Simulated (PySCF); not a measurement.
# W(OH)₃: doublet, from a trigonal planar start

Where does doublet W(OH)₃ go from a trigonal planar start, is the end point a minimum, and what are its modes, charges and moments?

The runs use PySCF 2.14.0; PBE0, basis W def2-TZVP with ECP60, O def2-TZVP, H def2-TZVP, scalar-relativistic core potentials, no spin–orbit coupling, density fitting.

## (1) The system as given

7 atoms, charge 0, spin multiplicity 2.

Bond lengths: W1–O2 2.000 Å, W1–O3 2.000 Å, W1–O4 2.000 Å, O2–H5 0.960 Å, O3–H6 0.960 Å, O4–H7 0.960 Å. Angles: O2–W1–O3 120.0°, O2–W1–O4 120.0°, O3–W1–O4 120.0°, W1–O2–H5 130.0°, W1–O3–H6 130.0°, W1–O4–H7 130.0°.

Z-matrix (Å, degrees; charge 0 multiplicity 2):
```
W
O  1 2.0000
O  1 2.0000 2 120.00
O  1 2.0000 2 120.00 3 180.00
H  2 0.9600 1 130.00 3 180.00
H  3 0.9600 1 130.00 2 0.00
H  4 0.9600 1 130.00 2 180.00
```

## (2) First SCF at the start

One driver script runs all steps and calls PySCF; scf.py shows how it sets up the SCF of each step. The optimiser is the driver's own. After this first run the driver tries any further starts and a stability analysis.

Contents of scf.py:

```python
from pyscf import gto, scf, dft
mol = gto.M(atom='''
W      0.000000     0.000000     0.000000
O      2.000000     0.000000     0.000000
O     -1.000000     1.732100     0.000000
O     -1.000000    -1.732100     0.000000
H      2.617100    -0.735400     0.000000
H     -0.671700     2.634200     0.000000
H     -1.945400    -1.898800     0.000000''',
    basis={'W': 'def2-TZVP', 'O': 'def2-TZVP', 'H': 'def2-TZVP'},
    ecp={'W': 'def2-TZVP'},
    charge=0, spin=1)
mf = dft.UKS(mol, xc='PBE0')
mf.grids.atom_grid = (50, 194)
aux = {'W': 'def2-universal-JKFIT', 'O': 'def2-universal-JKFIT', 'H': 'def2-universal-JKFIT'}
mf = mf.density_fit(auxbasis=aux)
mf.conv_tol = 1e-08
mf.diis_space = 10
mf.max_cycle = 60
mf.init_guess = 'minao'
mf.verbose = 4
mf.kernel()
```

On the command line:

```bash
$ OMP_NUM_THREADS=4 python axn.py task.json out
```

Output:

```text
[... the frontier levels of the middle cycles are left out ...]
init E= -274.742622737183
[... the frontier-level lines of each cycle are left out ...]
cycle= 1 E= -293.977136873377  delta_E= -19.2  |g|=  1.1  |ddm|= 5.38
cycle= 2 E= -289.680963854763  delta_E=  4.3  |g|= 3.37  |ddm|= 2.14
cycle= 3 E= -294.337105953629  delta_E= -4.66  |g|= 0.404  |ddm|= 1.98
cycle= 4 E= -294.415240647698  delta_E= -0.0781  |g|= 0.158  |ddm|= 0.719
cycle= 5 E= -294.427179067808  delta_E= -0.0119  |g|= 0.0521  |ddm|= 0.152
cycle= 6 E= -294.42816869072  delta_E= -0.00099  |g|= 0.0191  |ddm|= 0.0313
cycle= 7 E= -294.428378779623  delta_E= -0.00021  |g|= 0.00269  |ddm|= 0.0206
cycle= 8 E= -294.428414591374  delta_E= -3.58e-05  |g|= 0.0018  |ddm|= 0.0138
cycle= 9 E= -294.428438909182  delta_E= -2.43e-05  |g|= 0.00156  |ddm|= 0.0139
cycle= 10 E= -294.428449829098  delta_E= -1.09e-05  |g|= 0.00107  |ddm|= 0.00928
cycle= 11 E= -294.428457113418  delta_E= -7.28e-06  |g|= 0.000373  |ddm|= 0.011
cycle= 12 E= -294.428458546532  delta_E= -1.43e-06  |g|= 0.000239  |ddm|= 0.00466
cycle= 13 E= -294.428458968841  delta_E= -4.22e-07  |g|= 0.000127  |ddm|= 0.00242
cycle= 14 E= -294.428459140344  delta_E= -1.72e-07  |g|= 0.000105  |ddm|= 0.00115
[... 3 cycles left out ...]
cycle= 18 E= -294.428458483162  delta_E= 6.29e-07  |g|= 0.000103  |ddm|= 0.00416
cycle= 19 E= -294.428456521903  delta_E= 1.96e-06  |g|= 0.000107  |ddm|= 0.0138
cycle= 20 E= -294.428454870258  delta_E= 1.65e-06  |g|= 0.00012  |ddm|= 0.0131
cycle= 21 E= -294.428454238992  delta_E= 6.31e-07  |g|= 0.000175  |ddm|= 0.0054
cycle= 22 E= -294.428455466814  delta_E= -1.23e-06  |g|= 0.000129  |ddm|= 0.0103
cycle= 23 E= -294.428454594301  delta_E= 8.73e-07  |g|= 0.000159  |ddm|= 0.00721
cycle= 24 E= -294.428453774803  delta_E= 8.19e-07  |g|= 0.000137  |ddm|= 0.00749
cycle= 25 E= -294.428450698851  delta_E= 3.08e-06  |g|= 0.000363  |ddm|= 0.0363
cycle= 26 E= -294.428450648002  delta_E= 5.08e-08  |g|= 0.000349  |ddm|= 0.00101
cycle= 27 E= -294.428450279183  delta_E= 3.69e-07  |g|= 0.000238  |ddm|= 0.00801
cycle= 28 E= -294.428449479817  delta_E= 7.99e-07  |g|= 0.000323  |ddm|= 0.0276
cycle= 29 E= -294.428449526351  delta_E= -4.65e-08  |g|= 0.000159  |ddm|= 0.0108
cycle= 30 E= -294.428449536421  delta_E= -1.01e-08  |g|= 0.000119  |ddm|= 0.00106
cycle= 31 E= -294.428449536099  delta_E= 3.22e-10  |g|= 4.74e-05  |ddm|= 0.0032
Extra cycle  E= -294.428449535651  delta_E= 4.48e-10  |g|= 7.6e-05  |ddm|= 9.31e-05
converged SCF energy = -294.428449535651  <S^2> = 0.78263352  2S+1 = 2.0323715
```

This step, with its further starts and checks, took 54 s on 4 threads of Arm Neoverse V2, shared host.

The starts that the driver tried:

```
                      start  energy (Eh)
    the minimal-basis guess  -294.428450
a thermally smeared density  -294.428452
      a smeared PBE density  -294.428534
```

This is not the lowest solution: one lies 14.5 kJ/mol lower, at -294.43396 Eh, and the relaxation starts from that.

## (3) Relaxation: trigonal planar start, doublet

The program finds C3h symmetry in the start, which this walk keeps.

Changes to scf.py since step 2:

```diff
@@ -3,7 +3,7 @@
-W      0.000000     0.000000     0.000000
-O      2.000000     0.000000     0.000000
-O     -1.000000     1.732100     0.000000
-O     -1.000000    -1.732100     0.000000
-H      2.617100    -0.735400     0.000000
-H     -0.671700     2.634200     0.000000
-H     -1.945400    -1.898800     0.000000''',
+W      0.000000    -0.000000     0.000000
+O      2.000028    -0.000000     0.000000
+O     -1.000014     1.732075     0.000000
+O     -1.000014    -1.732075     0.000000
+H      2.617114    -0.735386     0.000000
+H     -0.671695     2.634180     0.000000
+H     -1.945420    -1.898795     0.000000''',
@@ -20 +19,0 @@
-mf.init_guess = 'minao'
```

Energy and gradient, step by step:

```
step  energy (Eh)  change (kJ/mol)  largest symmetric gradient (Eh/bohr)
   0  -294.433962             0.00                               0.05305
   1  -294.454226           -53.20                               0.01806
   2  -294.457435           -61.63                               0.00783
   3  -294.457767           -62.50                               0.00137
   4  -294.457785           -62.55                               0.00078
   5  -294.457823           -62.65                               0.00154
   6  -294.457848           -62.71                               0.00164
   7  -294.457859           -62.74                               0.00051
   8  -294.457860           -62.74                               0.00009
```

The walk took 41 s.

Geometry (Å) and forces (eV/Å) at some steps, with the part that breaks the symmetry left in:

```
step 0
W    0.000   0.000   0.000   1.081   0.310   0.182
O    2.000   0.000   0.000  -3.168   0.025  -0.061
O   -1.000   1.732   0.000   1.032  -2.416  -0.032
O   -1.000  -1.732   0.000   1.035   2.182  -0.064
H    2.617  -0.735   0.000  -0.183  -0.030   0.002
H   -0.672   2.634   0.000   0.075  -0.197  -0.024
H   -1.945  -1.899   0.000   0.127   0.126  -0.004
step 1
W    0.000   0.000   0.000   1.766   0.521   0.127
O    1.912   0.003   0.000  -1.604  -0.377  -0.044
O   -0.959   1.654   0.000   0.260  -0.656  -0.018
O   -0.953  -1.657   0.000  -0.451   0.654  -0.048
H    2.553  -0.720   0.000  -0.337   0.275   0.003
H   -0.653   2.571   0.000  -0.136  -0.510  -0.019
H   -1.900  -1.851   0.000   0.502   0.092  -0.001
step 4
W    0.000   0.000   0.000   2.328   0.484   0.072
O    1.865  -0.005   0.000  -0.974  -0.048  -0.022
O   -0.928   1.618   0.000  -0.577   0.004  -0.003
O   -0.937  -1.613   0.000  -0.802  -0.270  -0.024
H    2.519  -0.704   0.000   0.032  -0.065  -0.001
H   -0.650   2.533   0.000  -0.051  -0.042  -0.017
H   -1.869  -1.829   0.000   0.043  -0.064  -0.005
step 8
W    0.000   0.000   0.000   2.351   0.396   0.060
O    1.862  -0.026   0.000  -0.970   0.016  -0.017
O   -0.909   1.626   0.000  -0.621   0.037   0.004
O   -0.954  -1.600   0.000  -0.784  -0.288  -0.016
H    2.544  -0.696   0.000   0.019  -0.087  -0.003
H   -0.670   2.551   0.000  -0.028  -0.046  -0.019
H   -1.875  -1.855   0.000   0.032  -0.028  -0.008
```

End point (C3h, 8 steps, 62.7 kJ/mol gained): O–H 0.956 Å (×3), W–O 1.862 Å (×3); H–O–W 136.3° (×3), O–W–O 120.0° (×3). A gradient of 0.0457 Eh/bohr that breaks the symmetry is left: this electronic state wants a lower symmetry.

## (4) Relaxing without the symmetry constraint

The geometry is nudged along the force that breaks the symmetry.

The program finds Cs symmetry in the start, which may break.

Changes to scf.py since step 3:

```diff
@@ -3,7 +3,7 @@
-W      0.000000    -0.000000     0.000000
-O      2.000028    -0.000000     0.000000
-O     -1.000014     1.732075     0.000000
-O     -1.000014    -1.732075     0.000000
-H      2.617114    -0.735386     0.000000
-H     -0.671695     2.634180     0.000000
-H     -1.945420    -1.898795     0.000000''',
+W      0.020941     0.007990     0.000002
+O      1.783248    -0.047504     0.000155
+O     -0.986041     1.605827    -0.000013
+O     -1.032667    -1.645108    -0.000167
+H      2.516472    -0.725308     0.000188
+H     -0.700752     2.524686     0.000055
+H     -1.901056    -1.880354    -0.000254''',
```

Steps of the walk (not every step is listed):

```
step  energy (Eh)  change (kJ/mol)  largest gradient (Eh/bohr)
   0  -294.450542             0.00                     0.08748
   1  -294.461187           -27.95                     0.00952
   2  -294.462250           -30.74                     0.00679
   3  -294.463628           -34.36                     0.00893
   4  -294.463937           -35.17                     0.03724
   5  -294.463934           -35.16                     0.06031
   6  -294.466955           -43.09                     0.02273
   7  -294.469494           -49.76                     0.01108
   8  -294.470491           -52.37                     0.01668
   9  -294.472026           -56.40                     0.04321
  10  -294.474090           -61.82                     0.01344
  12  -294.475670           -65.97                     0.01164
  14  -294.477114           -69.76                     0.01099
  16  -294.478939           -74.55                     0.00466
  18  -294.479510           -76.05                     0.01225
  20  -294.479834           -76.90                     0.00425
  22  -294.480137           -77.70                     0.00354
  24  -294.480413           -78.43                     0.00297
  26  -294.480594           -78.90                     0.00216
  28  -294.480806           -79.46                     0.00280
  30  -294.480938           -79.80                     0.00288
  32  -294.480969           -79.88                     0.00214
  34  -294.480997           -79.96                     0.00111
  35  -294.481010           -79.99                     0.00096
  36  -294.481017           -80.01                     0.00038
  37  -294.481018           -80.01                     0.00057
  38  -294.481018           -80.01                     0.00032
  39  -294.481019           -80.02                     0.00026
```

The walk took 3.7 min.

Geometry (Å) and forces (eV/Å) at some steps:

```
step 0
W    0.021   0.008   0.000  -3.378  -0.723  -0.001
O    1.783  -0.048   0.000   3.647  -1.613   0.000
O   -0.986   1.606   0.000   0.233  -0.419   0.000
O   -1.033  -1.645   0.000   4.499   2.458   0.001
H    2.516  -0.725   0.000  -1.318   1.362   0.000
H   -0.701   2.525   0.000  -0.120  -0.255   0.000
H   -1.901  -1.880   0.000  -3.562  -0.810   0.000
step 1
W    0.009   0.001   0.000  -0.026   0.093   0.000
O    1.829  -0.070   0.000  -0.254   0.196   0.000
O   -0.998   1.579   0.000  -0.067  -0.281   0.000
O   -1.004  -1.601   0.000  -0.443   0.239   0.000
H    2.523  -0.715   0.000   0.404  -0.353   0.000
H   -0.724   2.499   0.000  -0.104  -0.110   0.000
H   -1.935  -1.853   0.000   0.490   0.215   0.000
step 20
W   -0.021   0.113   0.148   0.024  -0.044  -0.012
O    1.710  -0.334  -0.352   0.204  -0.151  -0.013
O   -0.943   1.697   0.239  -0.038  -0.047   0.006
O   -1.040  -1.447   0.394   0.104   0.056   0.066
H    2.343  -0.902   0.107  -0.219   0.152  -0.001
H   -1.012   2.581  -0.113   0.003   0.080   0.018
H   -1.337  -1.867  -0.423  -0.079  -0.046  -0.065
step 39
W   -0.066   0.074   0.002  -0.008   0.003  -0.002
O    1.681  -0.399  -0.454  -0.005   0.008  -0.009
O   -0.932   1.684   0.123  -0.003  -0.009   0.001
O   -1.028  -1.489   0.386  -0.004  -0.001   0.004
H    2.279  -0.687   0.247   0.013  -0.011   0.010
H   -0.864   2.635   0.069   0.004   0.009   0.002
H   -1.371  -1.979  -0.374   0.002   0.000  -0.005
```

It settles in C1 symmetry, 80.0 kJ/mol below the start, after 39 steps: O–H 0.955 Å, O–H 0.966 Å (×2), W–O 1.832 Å, W–O 1.866 Å, W–O 1.875 Å; H–O–W 116.3°, H–O–W 118.6°, H–O–W 146.9°, O–W–O 108.6°, O–W–O 118.4°, O–W–O 133.0°.

## (5) Hessian and properties

On the finer grid the gradient is checked again; gradients at displacements of ±0.02 bohr then give force constants and infrared intensities.

Changes to scf.py since step 4:

```diff
@@ -3,7 +3,7 @@
-W      0.020941     0.007990     0.000002
-O      1.783248    -0.047504     0.000155
-O     -0.986041     1.605827    -0.000013
-O     -1.032667    -1.645108    -0.000167
-H      2.516472    -0.725308     0.000188
-H     -0.700752     2.524686     0.000055
-H     -1.901056    -1.880354    -0.000254''',
+W      0.001652     0.030647    -0.007773
+O      1.750229    -0.441808    -0.457616
+O     -0.865602     1.640722     0.112144
+O     -0.958799    -1.531616     0.383073
+H      2.348823    -0.733419     0.241598
+H     -0.789593     2.592185     0.070286
+H     -1.295359    -2.025063    -0.377796''',
@@ -14 +14 @@
-mf.grids.atom_grid = (50, 194)
+mf.grids.atom_grid = (75, 302)
@@ -17 +17 @@
-mf.conv_tol = 1e-08
+mf.conv_tol = 1e-10
```

This SCF starts from the last density.

Log of the central SCF (cycles and frontier levels):

```text
init E= -294.480984610622
[... the frontier-level lines of each cycle are left out ...]
cycle= 1 E= -294.480984610601  delta_E= 2.08e-11  |g|= 1.34e-05  |ddm|= 1.83e-05
cycle= 2 E= -294.480984610391  delta_E= 2.1e-10  |g|= 2.83e-05  |ddm|= 3.07e-05
cycle= 3 E= -294.480984610707  delta_E= -3.16e-10  |g|= 1.75e-06  |ddm|= 1.92e-05
cycle= 4 E= -294.480984610732  delta_E= -2.5e-11  |g|= 1.59e-06  |ddm|= 5.46e-06
Extra cycle  E= -294.480984610745  delta_E= -1.27e-11  |g|= 1.64e-06  |ddm|= 1.03e-05
converged SCF energy = -294.480984610745  <S^2> = 0.7642522  2S+1 = 2.0142018
```

The whole step took 6.7 min.

Geometry: C1; O–H 0.955 Å, O–H 0.966 Å (×2), W–O 1.833 Å, W–O 1.866 Å, W–O 1.875 Å; H–O–W 116.1°, H–O–W 118.9°, H–O–W 146.6°, O–W–O 108.6°, O–W–O 118.4°, O–W–O 133.0°.

Modes, for the most abundant isotopes:

```tsv
symmetry	ω (cm⁻¹)	IR (km/mol)	μ (u)
a	111	20.9	4.07
a	125	12.5	3.54
a	183	7.4	4.06
a	316	182	1.21
a	354	73.9	1.44
a	403	94.9	1.20
a	457	111	1.16
a	553	195	1.12
a	680	54.2	1.12
a	696	233	8.05
a	741	92.9	12.56
a	774	68.9	7.33
a	3757	61.0	1.06
a	3799	99.1	1.06
a	3967	319	1.07
```

μ is the mass of the mode for normalised Cartesian displacements, not the reduced mass of the usual diatomic formula.

No imaginary mode, so this is a minimum.

Properties at this point:

```yaml
Dipole_moment: 1.42 D
Highest_occupied_level: -4.96 eV
Lowest_empty_level: -1.66 eV
Rotational_constants: 0.2088, 0.1597, 0.09176 cm⁻¹
Zero-point_energy: 101.2 kJ/mol
Principal_polarisabilities: 54.8, 58.8, 66.7 bohr³
Atomisation_energy_without_zero-point_energy: 2657 kJ/mol
Principal_traceless_quadrupole_moments_about_the_centre_of_mass: -13.54, 2.64, 10.90 D Å
Entropy_at_298.15_K_and_1_bar_electronic_part_spin_only: 351.0 J/(mol K)
Heat_capacity_Cp_at_298.15_K: 100.4 J/(mol K)
Enthalpy_at_298.15_K_above_0_K: 20.20 kJ/mol
Rotational_symmetry_number: 1
Spin_squared_⟨S²⟩: 0.764
```

Charges (e) and bond orders:

```csv
atom,Mulliken,Löwdin,polar tensor,spin (Mulliken),Mayer order to W1
W1,0.84,0.42,1.23,1.01,–
O2,-0.63,-0.31,-0.71,-0.01,1.16
O3,-0.63,-0.28,-0.79,-0.03,1.20
O4,-0.61,-0.31,-0.70,-0.01,1.14
H5,0.34,0.16,0.31,0.02,0.05
H6,0.36,0.17,0.38,0.00,0.03
H7,0.33,0.15,0.28,0.02,0.05
```

Outer orbital energies (eV). α occupied: -11.58, -10.95, -10.86, -10.54, -9.97, -9.48, -5.40, -5.34; empty: -1.66, -0.34, 0.12, 0.29. β occupied: -14.08, -11.48, -10.87, -10.71, -10.46, -9.93, -9.49, -4.96; empty: -1.26, -1.11, -0.03, 0.37.

Mulliken populations on W1 (outside its core potential): s 2.99, p 6.28, d 3.77, f 0.12.

## (6) Results

| quantity | value |
| --- | --- |
| minimum | doublet, C1 |
| geometry | O–H 0.955 Å, O–H 0.966 Å (×2), W–O 1.833 Å, W–O 1.866 Å, W–O 1.875 Å; H–O–W 116.1°, H–O–W 118.9°, H–O–W 146.6°, O–W–O 108.6°, O–W–O 118.4°, O–W–O 133.0° |
| wavenumbers (cm⁻¹) | 111 (a), 125 (a), 183 (a), 316 (a), 354 (a), 403 (a), 457 (a), 553 (a), 680 (a), 696 (a), 741 (a), 774 (a), 3757 (a), 3799 (a), 3967 (a) |
| dipole moment | 1.42 D |
| highest occupied, lowest empty level (either spin) | -4.96, -1.66 eV |
| polar-tensor charge of W1 | +1.23 e |
| zero-point energy | 101.2 kJ/mol |
| entropy at 298.15 K | 351.0 J/(mol K) |
| atomisation energy (no zero-point energy) | 2657 kJ/mol |
| ⟨S²⟩ | 0.764 |

**Reading.** The trigonal planar start ends in a minimum without symmetry. In the infrared the band at 3967 cm⁻¹ (a) leads. Most of the spin sits on W1 (Mulliken spin 1.01, against 1 for the whole molecule). The first SCF alone would have been 14 kJ/mol too high. Other starts or spin states, not run here, may lie lower. Open d and f shells are described by one determinant, and the ground state may have another occupation or spin. Spin–orbit coupling, left out here, can matter for elements this heavy.

The search up to here took 12 min on 4 threads of Arm Neoverse V2, shared host.
